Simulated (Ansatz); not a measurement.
# HPbNO4 under changes of volume

One of the cells (14.610 Å³/atom); the others are scaled copies at fixed shape and fractional positions:

```
CELL_PARAMETERS angstrom
4.12040 -0.00081 -0.01120
0.00404 6.42722 0.05360
0.02791 3.20707 7.74994
ATOMIC_POSITIONS crystal
H 0.90366 0.21821 0.48851
H 0.40337 0.78177 0.51142
Pb 0.39455 0.30863 0.70725
Pb 0.89489 0.69135 0.29266
N 0.63409 0.19990 0.20730
N 0.13386 0.80012 0.79275
O 0.90829 0.32866 0.54369
O 0.53792 0.39076 0.19497
O 0.53483 0.11279 0.10602
O 0.83718 0.08887 0.32672
O 0.40817 0.67132 0.45624
O 0.03774 0.60924 0.80520
O 0.03429 0.88737 0.89397
O 0.33716 0.91101 0.67330
```

The cell was built by a generator and needn't be a form met in nature.

* Program: Ansatz 0.2.0
* Functional: PBE
* Potentials or basis: Ansatz PAW
* Cutoff: 420 eV (not typed: the program's choice for these potentials)
* k mesh: 7 × 5 × 4
* Occupations: fermi-dirac, width 0.05 eV
* Spin: no spin polarisation

| volume (Å³/atom) | energy over the lowest point (meV/atom) | pressure (GPa) | gap on the mesh (eV) | largest force (eV/Å) |
| --- | --- | --- | --- | --- |
| 13.733 | ? | ? | ? | ? |
| 14.025 | 7.23 | 4.1 | 3.35 | 1.133 |
| 14.317 | 1.74 | 1.9 | 3.32 | 0.545 |
| 14.610 | 0.00 | 0.0 | 3.30 | 0.007 |
| 14.902 | 1.63 | -1.8 | 3.27 | 0.510 |
| 15.194 | 6.30 | -3.3 | 3.24 | 0.982 |
| 15.486 | 13.72 | -4.8 | 3.21 | 1.422 |

Q: What does the run at 13.733 Å³/atom give?

A: Energy over the lowest point 16.85 meV/atom; pressure 6.5 GPa; gap on the mesh 3.37 eV; largest force 1.765 eV/Å.

Worked out: A Birch-Murnaghan fit of order 3 (a polynomial in V^(-2/3)) to the other rows has its minimum at 14.61 Å³/atom with B0 = V·E''(V) = 92 GPa and B' = 4.2 at fixed shape and positions, which overstates the stiffness. It gives 16.86 meV/atom at 13.733 Å³/atom, against the run's 16.85, and -dE/dV = 6.5 GPa, against 6.5. A straight line through the other rows of the gap, of slope -1.4 eV per unit of ln V, extrapolates to 3.38 eV, against the run's 3.37.

Energies are extrapolated to zero smearing.

Caveats: odd divisions of the mesh miss points on the zone boundary, where band edges often lie, so the gap on the mesh can be too wide; spin-orbit coupling is left out, which as a rule narrows the gap of such compounds by several tenths of an eV; forces of over 1 eV/Å show positions far from the minimum, so gaps and moduli don't describe the material at rest (some runs).

A mesh can miss the band edges.
